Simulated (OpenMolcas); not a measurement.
**A workflow on [WNCl4]2− ([WNCl4]2-)**

Wanted: a series of 10 runs (ROHF/ANO-R0, CASSCF(7,8)/ANO-R1, CASPT2[IPEA 0](7,8)/ANO-R1, PC-NEVPT2(7,8)/ANO-R1, MC-PDFT[ftrevPBE](7,8)/ANO-R1, SC-NEVPT2(7,8)/ANO-R1) of Cl4NW. 

Program for the calculation: OpenMolcas 26.06.

## (1) The system as given

[WNCl4]2−: 6 atoms, total charge -2, spin state doublet. As SMILES, `[N]#[W-2]([Cl])([Cl])([Cl])[Cl]`. The shape comes from GFN2-xTB, which is rough for such elements, and wasn't checked as a minimum.

Bond lengths: W1–N2 1.760 Å, W1–Cl3 2.458 Å, W1–Cl4 2.458 Å, W1–Cl5 2.457 Å, W1–Cl6 2.457 Å. Angles: N2–W1–Cl3 104.1°, N2–W1–Cl4 104.1°, N2–W1–Cl5 104.1°, N2–W1–Cl6 104.1°, Cl3–W1–Cl4 86.6°, Cl3–W1–Cl5 151.8°, Cl3–W1–Cl6 86.6°, Cl4–W1–Cl5 86.6°, Cl4–W1–Cl6 151.8°, Cl5–W1–Cl6 86.6°.

## (2) A single-point energy at ROHF/ANO-R0 (sfX2C) (run 1)

step1.input reads:

```
>>> EXPORT MOLCAS_PRINT=2

&gateway
 coord
 6
 angstrom
 W        0.000000      -0.000350       0.105730
 N        0.001780      -0.005790       1.865670
 Cl       2.382960       0.014130      -0.495120
 Cl      -0.013090       2.385040      -0.485100
 Cl      -2.383870      -0.011240      -0.490630
 Cl       0.012230      -2.381790      -0.500550
 basis
 ANO-R0
 group
 NoSym

&seward

&scf
 uhf
 charge
 -2
 spin
 2
 prorbitals
 1 2

&rasscf
 fileorb
 $Project.UnaOrb
 spin
 2
 nactel
 1 0 0
 inactive
 75
 ras2
 1
 outorbitals
 Canonical
 orblisting
 Nothing
```

Command:

```
$ export MOLCAS_MEM=1860
$ pymolcas step1.input > step1.log
```

Standard output:

```text
--- Start Module: gateway ---
[...]
--- Stop Module: gateway /rc=_RC_ALL_IS_WELL_ ---
[...]
      Basis functions           81
[...]
--- Start Module: scf ---
[...]
       Convergence after  24 Iterations
[...]
::    Total SCF energy                             -18036.3935877703
[...]
      Total spin, S                                     0.9382010276
[...]
--- Stop Module: scf /rc=_RC_ALL_IS_WELL_ ---
[...]
--- Start Module: rasscf ---
[...]
      Number of active orbitals                  1
[...]
      Spin quantum number                      0.5
[...]
      Active orbitals                            1
[...]
      Number of CSFs                             1
[...]
      Number of root(s) required                 1
[...]
      Convergence after 14 iterations
[...]
      printout of CI-coefficients larger than  0.05 for root  1
      energy=  -18036.350885
      conf/sym  1     Coeff  Weight
             1  u   1.00000 1.00000
      Natural orbitals and occupation numbers for root  1
      sym 1:   1.000000
      ************************************************************************************************************************
      *                                                    Final results                                                     *
[...]
::    RASSCF root number  1 Total energy: -18036.35088471
[...]
      Total electronic charge=  151.000000
      Total            charge=   -2.000000
[...]
      Dipole Moment (debye):
      Origin of the operator (angstrom)=   -0.0001    0.0002   -0.0692
                   X= -4.6938E-04               Y= -4.9798E-03               Z=  1.4989E+00           Total=  1.4989E+00
      Center of Charge (angstrom)
[...]
--- Stop Module: rasscf /rc=_RC_ALL_IS_WELL_ ---
[...]
```

It took 31 s on 1 thread of Arm Neoverse V2, shared host; peak memory 0.5 GiB.

## (3) The vertical excitations at CASSCF(7,8)/ANO-R1 (sfX2C, RICD fitting, 10 states averaged) (run 2)

step2.input reads:

```
&GATEWAY
  Coord
  6
  angstrom
  W        0.000000      -0.000350       0.105730
  N        0.001780      -0.005790       1.865670
  Cl       2.382960       0.014130      -0.495120
  Cl      -0.013090       2.385040      -0.485100
  Cl      -2.383870      -0.011240      -0.490630
  Cl       0.012230      -2.381790      -0.500550
  Basis = ANO-R0
  Group = NoSym

&SEWARD

&RASSCF
  FileOrb = $CurrDir/step1.RasOrb
  Alter = 3
  1 62 73
  1 63 74
  1 65 75
  Spin = 2
  Nactel = 7 0 0
  Inactive = 72
  Ras2 = 8
  CIRoot = 10 10 1
  OrbListing = Nothing
>>> COPY $Project.RunFile RUNFIL1
>>> COPY $Project.RasOrb INPORB

&GATEWAY
  Coord
  6
  angstrom
  W        0.000000      -0.000350       0.105730
  N        0.001780      -0.005790       1.865670
  Cl       2.382960       0.014130      -0.495120
  Cl      -0.013090       2.385040      -0.485100
  Cl      -2.383870      -0.011240      -0.490630
  Cl       0.012230      -2.381790      -0.500550
  Basis = ANO-R1
  Group = NoSym
  RICD

&SEWARD
>>> COPY $Project.RunFile RUNFIL2

&EXPBAS

&RASSCF
  FileOrb = $Project.ExpOrb
  Spin = 2
  Nactel = 7 0 0
  Inactive = 72
  Ras2 = 8
  CIRoot = 10 10 1
  OrbListing = Nothing
```

Command:

```
$ export MOLCAS_MEM=1860
$ pymolcas step2.input > step2.log
```

Standard output:

```text
[...]
      Basis functions           81
[...]
      Number of active orbitals                  8
[...]
      Spin quantum number                      0.5
[...]
      Active orbitals                            8
[...]
      Number of CSFs                          2352
[...]
      Number of root(s) required                10
[...]
      Convergence after 41 iterations
[...]
      Natural orbitals and occupation numbers for root  1
      sym 1:   1.881603   1.881605   1.926365   0.999907   0.118829   0.118830   0.001083   0.071778
      Natural orbitals and occupation numbers for root  2
      sym 1:   1.880655   1.880656   1.926182   0.003616   0.119602   0.119604   0.997808   0.071877
      Natural orbitals and occupation numbers for root  3
      sym 1:   1.874194   1.401650   1.926259   1.024949   0.573367   0.125237   0.002997   0.071348
[...]
::    RASSCF root number  1 Total energy: -18036.53478695
::    RASSCF root number  2 Total energy: -18036.41495749
[...]
      Basis functions          142
[...]
      Convergence after 42 iterations
[...]
      Natural orbitals and occupation numbers for root  7
      sym 1:   1.904504   1.904438   1.024735   1.934212   0.100485   0.100019   0.004104   0.027503
      Natural orbitals and occupation numbers for root  8
      sym 1:   1.453917   1.467192   1.941624   1.000621   0.529576   0.544052   0.006496   0.056523
      Natural orbitals and occupation numbers for root  9
      sym 1:   1.598292   1.318221   1.938505   0.987220   0.599840   0.408181   0.095454   0.054286
[...]
::    RASSCF root number  7 Total energy: -18036.84549174
::    RASSCF root number  8 Total energy: -18036.84245196
::    RASSCF root number  9 Total energy: -18036.81454257
::    RASSCF root number 10 Total energy: -18036.81443170
[...]
      Total electronic charge=  151.000000
      Total            charge=   -2.000000
[...]
```

It took 2.7 min on 1 thread of Arm Neoverse V2, shared host; peak memory 0.52 GiB.

The roots found:

```csv
excited state,energy (eV)
1,2.659
2,3.776
3,3.817
4,4.445
5,4.471
6,5.154
7,5.236
8,5.996
9,5.999
```

Runs 3 to 9 aren't shown in full; the table further down has their settings and results.

## (4) The energy at SC-NEVPT2(7,8)/ANO-R1 (sfX2C, RICD fitting, pt2 variant SC-NEVPT2) (run 10)

step10.input reads:

```
&GATEWAY
 Coord
 6
 angstrom
 W        0.000000      -0.000350       0.105730
 N        0.001780      -0.005790       1.865670
 Cl       2.382960       0.014130      -0.495120
 Cl      -0.013090       2.385040      -0.485100
 Cl      -2.383870      -0.011240      -0.490630
 Cl       0.012230      -2.381790      -0.500550
 Basis = ANO-R1
 Group = NoSym
 RICD

&SEWARD

&RASSCF
 FileOrb = $CurrDir/step2.RasOrb
 Spin = 2
 Nactel = 7 0 0
 Inactive = 72
 Ras2 = 8
 OrbListing = Nothing

&CASPT2
 SC-NEVPT2
```

Command:

```
$ export MOLCAS_MEM=1860
$ pymolcas step10.input > step10.log
```

Standard output:

```text
[...]
      Basis functions          142
[...]
      Number of active orbitals                  8
[...]
      Spin quantum number                      0.5
[...]
      Active orbitals                            8
[...]
      Number of CSFs                          2352
[...]
      Number of root(s) required                 1
[...]
      Convergence after 28 iterations
[...]
      printout of CI-coefficients larger than  0.05 for root  1
      energy=  -18037.046890
      conf/sym  11111111     Coeff  Weight
             1  222u0000  -0.93957 0.88279
            13  2u2du000   0.06508 0.00424
            18  u22d0u00  -0.05531 0.00306
           132  220u0002  -0.08859 0.00785
           145  2uduu00d   0.07832 0.00613
           162  u2du0u0d  -0.07668 0.00588
[...]
      Natural orbitals and occupation numbers for root  1
      sym 1:   1.911788   1.903874   1.942137   0.999955   0.093618   0.088328   0.002987   0.057314
      ************************************************************************************************************************
      *                                                    Final results                                                     *
[...]
::    RASSCF root number  1 Total energy: -18037.04689048
[...]
      Total electronic charge=  151.000000
      Total            charge=   -2.000000
[...]
      Dipole Moment (debye):
      Origin of the operator (angstrom)=   -0.0001    0.0002   -0.0692
                   X= -2.2183E-03               Y=  5.4054E-04               Z= -3.3106E-01           Total=  3.3106E-01
      Center of Charge (angstrom)
[...]
      E2 (Variational):          -0.8063241173
[...]
      E2 (Variational):          -0.8044064723
      Total energy:          -18037.8512969482
[...]
      Reference weight:           0.76012
[...]
::    SC-NEVPT2 Root  1     Total energy: -18037.85129695
[...]
```

It took 87 s on 1 thread of Arm Neoverse V2, shared host; peak memory 0.53 GiB.

## (5) All runs side by side

```csv
run,level,integral approximation,task,partner,energy (Eh),wall time
1,ROHF/ANO-R0 (sfX2C),none,energy,base,-18036.350885,31 s
2,"CASSCF(7,8)/ANO-R1 (sfX2C, RICD fitting, 10 states averaged)",RICD,excited,base,-18037.034884,2.7 min
3,"CASSCF(7,8)/ANO-R1 (sfX2C, RICD fitting, multiplet size 2, 10 states averaged)",RICD,magnetism,base,-18037.034887,68 s
4,"CASPT2[IPEA 0](7,8)/ANO-R1 (sfX2C, RICD fitting, ipea shift 0 Eh, multiplet size 2, pt2 variant XMS, 10 states averaged)",RICD,magnetism,base,-18037.879168,2.6 min
5,"PC-NEVPT2(7,8)/ANO-R1 (sfX2C, RICD fitting, pt2 variant QD-PC-NEVPT2, 10 states averaged)",RICD,excited,base,-18037.855533,2.6 min
6,"MC-PDFT[ftrevPBE](7,8)/ANO-R1 (sfX2C, RICD fitting, 10 states averaged)",RICD,excited,base,-18046.969304,94 s
7,"CASPT2[IPEA 0](7,8)/ANO-R1 (sfX2C, RICD fitting, ipea shift 0 Eh, pt2 variant SS)",RICD,energy,other spin,-18037.726648,99 s
8,"SC-NEVPT2(7,8)/ANO-R1 (sfX2C, RICD fitting, pt2 variant SC-NEVPT2)",RICD,energy,other spin,-18037.697716,99 s
9,"CASPT2[IPEA 0](7,8)/ANO-R1 (sfX2C, RICD fitting, ipea shift 0 Eh, pt2 variant SS)",RICD,energy,base,-18037.872177,91 s
10,"SC-NEVPT2(7,8)/ANO-R1 (sfX2C, RICD fitting, pt2 variant SC-NEVPT2)",RICD,energy,base,-18037.851297,87 s
```

## (6) What came out

| quantity | value |
| --- | --- |
| run 10, SC-NEVPT2(7,8)/ANO-R1: total energy | -18037.85130 Eh |

What this shows: In run 1 the basis is minimal, so the values are rough. All runs together took 17 min, the longest 2.7 min.

A small anion of this charge may not be bound in the gas phase; the finite basis can hold electrons that would leave.
